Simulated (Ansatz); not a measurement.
# TeAs2 (I4_1/amd) in Ansatz: reference runs

Reference runs on TeAs2: the cell as given and a disturbed copy.

Everything below comes from runs of Ansatz 0.2.0. Logs are shortened: lines on timing, memory, paths and dates and some standing lists are left out, and cuts for length are marked.

## (1) The structure

Symmetry: I4_1/amd, No. 141, tetragonal system. The conventional cell has a = 7.113 Å, b = 7.113 Å, c = 5.881 Å, α = 90.00°, β = 90.00°, γ = 90.00°. Te (site symmetry -4m2) is surrounded by 4 As at 2.83 Å. Around As (site symmetry 2/m) lie 2 Te at 2.83 Å and 4 As at 2.91 Å.

The cell comes from a database or a generator and needn't be the stable form of this composition.

## (2) Single point, PBE

Input file input.yaml:

```yaml
crystal:
  lattice:
    - [-3.556454, 3.556454, 2.940516]
    - [3.556454, -3.556454, 2.940516]
    - [3.556454, 3.556454, -2.940516]
  atoms:
    - { symbol: Te, position: [0.0, 0.0, 0.0] }
    - { symbol: Te, position: [0.75, 0.25, 0.5] }
    - { symbol: As, position: [0.875, 0.625, 0.25] }
    - { symbol: As, position: [0.375, 0.625, 0.75] }
    - { symbol: As, position: [0.375, 0.125, 0.75] }
    - { symbol: As, position: [0.375, 0.625, 0.25] }
hamiltonian:
  xc: pbe
  pseudopotentials: { kind: paw }
kpoints:
  mp_grid: { grid: [6, 6, 6] }
scf:
  occupations: { method: fermi_dirac, width: 0.05 }
output:
  forces: true
  stress: true
  eigenvalues: true
  write_density: true
  write_potential: true
  elf: true
  volumetric_format: npy
```

Potentials or basis: Ansatz PAW.

Started as:

```sh
> ansatz run input.yaml --threads 2 --pin off --max-ram 5120MiB --backend cpu --events-out ev --progress --plain --runs-dir out
```

Log:

```text
Warning: RAYON_NUM_THREADS=2 ignored (pool sized by the plan → 2); use --threads N
Engine: ansatz 0.2.0, x86_64-unknown-linux-gnu
Pseudopotentials: kind: paw
Pseudopotential: Te, paw, valence charge 16, recommended cutoff 420 eV (normal), Te.paw.azcp
Pseudopotential: As, paw, valence charge 15, recommended cutoff 420 eV (normal), As.paw.azcp
Functional definition: PBE
  parameter kappa = 0.804
  parameter beta = 0.06672455060314922
  exchange = pbe_x(kappa = kappa, mu = beta*pi^2/3)
  correlation = pbe_c(beta = beta)
Crystal: 6 atoms, lattice volume = 148.771 Å³
Basis set: ecut = 420 eV, 2893 PW (Γ), exchange–correlation on 80×80×80 points (8 copies of the dense FFT grid, shifted against one another)
Bands: 56, of which v1, the nominal top of the filled ones, is band 46 counted from 1 (45 counted from 0)
Symmetry: 16 space group operations
Space group: I41/amd (ITA 141), of the structure as read, at distance tolerance 5.3e-5 Å
k-points: 30 of 216
Non-local potential: Te, projectors of the file, l = 0: 2, l = 1: 2, l = 2: 2, l = 3: 2
Non-local potential: As, projectors of the file, l = 0: 2, l = 1: 2, l = 2: 3, l = 3: 1
PAW form: soft (Blöchl's): semilocal exchange-correlation on the pseudo side does not see the compensation charge
PAW one-centre angular grid: Te, 590 points (default); XC on 64 Gauss nodes
PAW one-centre angular grid: As, 590 points (default); XC on 64 Gauss nodes
Initial density: superposition of atomic densities (neutral atoms: chi_scale 0, normalization atom), corrected by the library's trained network
Initial wavefunctions: pseudopotential atomic-orbital guess
Functional: x = pbe(κ = 0.804, μ = 0.2195149727645171), c = pbe(β = 0.06672455060314922)
SCF iter   1: F=—  HF=-33383.218564 eV  |F-HF|=—  |Δ(HF+E_count)|=         —  Δρ=2.42e-3  dr2=2.50e-2  ethr=1.77e-3  ⟨swp⟩=6.6  Hψ=6355  notcnv=0  defer=11
preconditioner: auto → Kerker (q_TF=auto, 2.518 Å⁻¹)  [metal: Δε(μ)=0.047 eV  Ē_g=8.910 eV  σ=0.050 eV  W_gap=0.23  n_scr=46 (ndim 8)  ℏωp=17.2 eV  f_vac=0.000  D(μ)=3.55/eV (n_scr^D=16)]
SCF iter   2: F=—  HF=-33383.213237 eV  |F-HF|=—  |Δ(HF+E_count)|=   5.33e-3  Δρ=1.42e-3  dr2=8.88e-3  ethr=2.72e-5  ⟨swp⟩=1.8  Hψ=2240  notcnv=0  defer=54
SCF iter   3: F=—  HF=-33383.211891 eV  |F-HF|=—  |Δ(HF+E_count)|=   1.35e-3  Δρ=5.08e-4  dr2=6.93e-4  ethr=9.65e-6  ⟨swp⟩=2.0  Hψ=2685  notcnv=0  defer=54
SCF iter   4: F=—  HF=-33383.211306 eV  |F-HF|=—  |Δ(HF+E_count)|=   5.85e-4  Δρ=3.24e-4  dr2=2.20e-4  ethr=7.53e-7  ⟨swp⟩=2.0  Hψ=2699  notcnv=0  defer=54
SCF iter   5: F=—  HF=-33383.211325 eV  |F-HF|=—  |Δ(HF+E_count)|=   1.89e-5  Δρ=1.33e-4  dr2=3.63e-5  ethr=2.39e-7  ⟨swp⟩=2.0  Hψ=2998  notcnv=0  defer=54
SCF iter   6: F=—  HF=-33383.211273 eV  |F-HF|=—  |Δ(HF+E_count)|=   5.20e-5  Δρ=4.80e-5  dr2=4.08e-6  ethr=3.95e-8  ⟨swp⟩=2.0  Hψ=2996  notcnv=0  defer=54
SCF iter   7: F=—  HF=-33383.211272 eV  |F-HF|=—  |Δ(HF+E_count)|=   8.22e-7  Δρ=1.74e-5  dr2=4.88e-7  ethr=4.43e-9  ⟨swp⟩=2.0  Hψ=2702  notcnv=0  defer=54
SCF iter   8: F=-33383.211272 eV  HF=-33383.211272 eV  |F-HF|=4.63e-9  |Δ(HF+E_count)|=   9.07e-8  Δρ=3.40e-6  dr2=1.93e-8  ethr=1.09e-10  ⟨swp⟩=14.3  Hψ=11417  notcnv=0
SCF 1 converged in 8 iterations: F = -33383.211272 eV  dr2 = 1.93e-8
SCF converged after 8 iterations
Free energy (F): -33383.211272 eV
Harris-Foulkes:  -33383.211272 eV  (|F-HF|=4.63e-9)
Internal energy: -33383.182564 eV  (E = F + TS)
E sigma→0 (E₀):  -33383.196918 eV
Entropy (-TS):   -0.028708 eV (-4.785 meV/atom)
Fermi energy:    9.976714 eV
--- Per-component energies (eV) ---
  E_band       = -1439.497160
  E_kinetic    = 765.670280
  E_local      = -9013.716634  (includes V_loc(G=0)·N_el)
  E_nonlocal   = -3304.304038
  E_hartree    = 5230.536602
  E_xc         = -563.423684
  E_vxc        = -522.323684  (∫ρ·V_xc dr)
  E_paw        = -16661.610558  (= ΣΔE_a)
  E_vpaw       = 174.105920  (= ΣTr[D̂ρ^β])
  E_aug_tail   = -0.000303  (compensation charges beyond the density's cutoff)
  E_ewald      = -9836.334229
  E_smearing   = -0.028708  (= −TS)
  E_closure    = -0.000000  (closes the sum)
  Σ components = -33383.211272   (vs F -33383.211272, Δ=0.00e0)
--- Forces (eV/Å), atoms counted from 1 ---
  atom   1  Te     0.00000000     0.00000000     0.00000000
  atom   2  Te    -0.00000000     0.00000000    -0.00000000
  atom   3  As    -0.00000000     0.00000000     0.00000000
  atom   4  As    -0.00000000     0.00000000     0.00000000
  atom   5  As    -0.00000000    -0.00000000    -0.00000000
  atom   6  As     0.00000000     0.00000000    -0.00000000
  max |Σ_I F_I| component: 8.67e-19 eV/Å
--- Stress (GPa, compression-positive) ---
       -0.555198      -0.000000      -0.000000
       -0.000000      -0.555198       0.000000
       -0.000000       0.000000      -1.452828
  P = ⅓ Tr σ = -0.8544 GPa (-8.544 kbar)
--- Band table (eV; the first three rows and the last of 30) ---
  k-point 0: bands = ["-27.0332", "-27.0320", "-27.0146", "-27.0146", "-27.0108", "-27.0108", "-26.9526", "-26.9481", "-26.9459", "-26.9452", "-25.9863", "-25.9754", "-25.9754", "-25.9706", "-25.9620", "-25.9620", "-25.9611", "-25.9581", "-25.9432", "-25.9422", "-25.9411", "-25.9411", "-25.9271", "-25.9078", "-25.8997", "-25.8997", "-25.8929", "-25.8929", "-25.8900", "-25.8685", "-3.9774", "-0.8713", "-0.1623", "-0.1623", "0.6207", "1.1407", "4.3966", "4.6619", "5.9755", "5.9755", "6.1550", "7.2722", "7.2722", "7.9261", "7.9261", "9.3403", "11.7146", "13.0476", "13.0476", "13.9357", "14.0019", "14.3067", "14.9726", "14.9726", "15.3826", "16.2047"]
  k-point 1: bands = ["-27.0332", "-27.0321", "-27.0144", "-27.0143", "-27.0111", "-27.0111", "-26.9521", "-26.9480", "-26.9460", "-26.9457", "-25.9852", "-25.9759", "-25.9740", "-25.9700", "-25.9625", "-25.9617", "-25.9616", "-25.9582", "-25.9430", "-25.9416", "-25.9412", "-25.9410", "-25.9258", "-25.9072", "-25.9011", "-25.8988", "-25.8949", "-25.8921", "-25.8906", "-25.8706", "-3.8443", "-1.2703", "-0.1022", "-0.0719", "0.5432", "0.9998", "4.4314", "4.9796", "6.0940", "6.2239", "6.2451", "7.4819", "7.5686", "7.5997", "7.7495", "10.0085", "11.5464", "12.2802", "12.8597", "13.0935", "14.0522", "14.2623", "14.6494", "14.7218", "15.8935", "15.9266"]
  k-point 2: bands = ["-27.0331", "-27.0325", "-27.0137", "-27.0135", "-27.0118", "-27.0117", "-26.9507", "-26.9476", "-26.9470", "-26.9464", "-25.9826", "-25.9773", "-25.9707", "-25.9683", "-25.9638", "-25.9635", "-25.9605", "-25.9586", "-25.9427", "-25.9416", "-25.9408", "-25.9408", "-25.9214", "-25.9061", "-25.9055", "-25.8990", "-25.8966", "-25.8920", "-25.8890", "-25.8763", "-3.4527", "-2.0501", "0.0483", "0.0723", "0.3683", "0.6820", "4.6109", "5.4496", "5.6843", "6.4700", "7.0557", "7.3543", "7.9434", "8.3400", "8.5110", "10.3225", "10.5855", "11.2536", "11.3058", "12.8999", "13.2939", "13.8371", "14.3898", "15.2644", "15.8237", "16.1204"]
  k-point 29: bands = ["-27.0326", "-27.0326", "-27.0146", "-27.0146", "-27.0109", "-27.0109", "-26.9489", "-26.9489", "-26.9470", "-26.9470", "-25.9733", "-25.9733", "-25.9704", "-25.9704", "-25.9638", "-25.9638", "-25.9607", "-25.9607", "-25.9414", "-25.9414", "-25.9411", "-25.9411", "-25.9007", "-25.9007", "-25.8999", "-25.8999", "-25.8997", "-25.8997", "-25.8977", "-25.8977", "-2.3220", "-2.3220", "-0.6800", "-0.6800", "-0.1076", "-0.1076", "6.0636", "6.0636", "7.2138", "7.2138", "7.2340", "7.2340", "9.2924", "9.2924", "10.1125", "10.1125", "10.1878", "10.1878", "10.7518", "10.7518", "12.7568", "12.7568", "13.5080", "13.5080", "16.3387", "16.3387"]
```

Run time: 19 s. Hardware: 2 threads of Intel Xeon at 2.50GHz (Skylake/Cascade Lake), shared host; peak memory 0.57 GiB.

What came out:

- Free energy: -33383.2113 eV
- Pressure: -0.9 GPa
- Band gap on the k mesh: none (metal or under the smearing width)

Stress tensor (GPa, compression positive):
```
-0.56  0.00  0.00
 0.00 -0.56  0.00
 0.00  0.00 -1.45
```

Spin-orbit coupling is left out, which matters for the levels of Te.

## (3) Single point, PBE (atoms moved at random, drawn with an rms of 0.05 Å)

Input file input.yaml:

```yaml
crystal:
  lattice:
    - [-3.556454, 3.556454, 2.940516]
    - [3.556454, -3.556454, 2.940516]
    - [3.556454, 3.556454, -2.940516]
  atoms:
    - { symbol: Te, position: [0.007291, -0.001574, 0.001857] }
    - { symbol: Te, position: [0.746307, 0.244721, 0.492722] }
    - { symbol: As, position: [0.861125, 0.611519, 0.240215] }
    - { symbol: As, position: [0.377215, 0.617579, 0.753591] }
    - { symbol: As, position: [0.367813, 0.118079, 0.745547] }
    - { symbol: As, position: [0.391018, 0.632289, 0.243712] }
hamiltonian:
  xc: pbe
  pseudopotentials: { kind: paw }
kpoints:
  mp_grid: { grid: [6, 6, 6] }
scf:
  occupations: { method: fermi_dirac, width: 0.05 }
output:
  forces: true
  stress: true
  eigenvalues: true
```

Potentials or basis: Ansatz PAW.

Started as:

```sh
> ansatz run input.yaml --threads 2 --pin off --max-ram 5120MiB --backend cpu --events-out ev --progress --plain --runs-dir out
```

It took 73 s on 2 threads of Intel Xeon at 2.50GHz (Skylake/Cascade Lake), shared host; peak memory 0.88 GiB.

It converged, with:

- Free energy: -33383.2398 eV
- Pressure: -0.5 GPa
- Largest force: 0.531 eV/Å
- Band gap on the k mesh: none (metal or under the smearing width)

Forces in eV/Å, atoms in the order of the input:
```
Te   0.062 -0.093 -0.075
Te   0.115  0.115  0.073
As   0.166 -0.183 -0.191
As   0.113  0.143 -0.190
As  -0.022  0.006  0.079
As  -0.434  0.012  0.305
```

Stress tensor (GPa, compression positive):
```
-0.24  0.01  0.09
 0.01 -0.41 -0.40
 0.09 -0.40 -0.88
```

Levels at points of the mesh, in eV from the Fermi level:
```csv
k point,band 44,band 45,band 46,band 47,band 48,band 49
"(0.00, 0.00, 0.00)",-2.10,-2.07,-0.66,1.71,3.02,3.06
"(0.00, 0.00, -0.50)",-1.05,-0.98,-0.74,-0.32,-0.06,1.98
"(0.00, -0.50, 0.00)",-0.86,-0.33,-0.28,-0.14,0.22,1.40
"(0.00, -0.50, -0.50)",-0.91,-0.43,-0.18,-0.05,0.14,1.35
"(-0.50, 0.00, 0.00)",-1.00,-0.46,-0.22,0.01,0.26,1.46
"(-0.50, 0.00, -0.50)",-1.03,-0.52,-0.16,0.09,0.23,1.42
"(-0.50, -0.50, 0.00)",-1.03,-0.94,-0.75,-0.31,-0.06,1.98
"(-0.50, -0.50, -0.50)",-0.44,-0.02,0.05,0.10,0.29,0.81
```
